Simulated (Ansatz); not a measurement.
# Zn: the cost of one run

Program: Ansatz 0.2.0. Level of theory: DFT PBEsol, scalar-relativistic. These are calculated values, not measurements.

**1. The structure to begin with**

The structure is hexagonal, space group P6_3/mmc (No. 194). The conventional cell has a = 2.665 Å, b = 2.665 Å, c = 4.947 Å, α = 90.00°, β = 90.00°, γ = 120.00°. Around Zn (site symmetry -6m2) lie 12 Zn at 2.66 to 2.91 Å.

As a file:

```xyz
2
Lattice="2.6648 0.0000 0.0000 -1.3324 2.3078 0.0000 0.0000 0.0000 4.9467" Properties=species:S:1:pos:R:3 pbc="T T T"
Zn    0.0000    1.5385    1.2367
Zn    1.3324    0.7693    3.7100
```

Atoms are numbered in the order of the input: Zn1, Zn2.

**2. The deformed structure**

Space group P6_3/mmc before, P6_3/mmc after.

**3. All-electron LAPW**

Contents of input.yaml:

```yaml
crystal:
  lattice:
    - [2.6914460337, 0.0, 0.0]
    - [-1.3457230169, 2.3308606381, 0.0]
    - [0.0, 0.0, 4.9467]
  atoms:
    - { symbol: Zn, position: [0.3333333333, 0.6666666667, 0.25] }
    - { symbol: Zn, position: [0.6666666667, 0.3333333333, 0.75] }
kpoints:
  mp_grid: { grid: [18, 18, 8] }
  band_path:
    path:
      - [0.0, 0.0, 0.0]
      - [0.5, 0.0, 0.0]
      - [0.3333333333, 0.3333333333, 0.0]
      - [0.0, 0.0, 0.0]
      - [0.0, 0.0, 0.5]
      - [0.5, 0.0, 0.5]
      - [0.3333333333, 0.3333333333, 0.5]
      - [0.0, 0.0, 0.5]
      - [0.5, 0.0, 0.5]
    npoints: 5
scf:
  occupations: { method: fermi_dirac, width: 0.03 }
hamiltonian:
  xc: pbesol
  pseudopotentials: { kind: all_electron, lapw: { basis_error: 0.00025 } }
output:
  forces: true
  stress: true
  eigenvalues: true
```

On the command line:

```sh
$ ansatz run input.yaml --threads 1 --pin off --max-ram 3072MiB --backend cpu --events-out ev --progress --plain --runs-dir out
```

What time and memory should one allow on 1 thread of Arm Neoverse V2, shared host?

About 42 s, with a peak of 0.6 GiB.
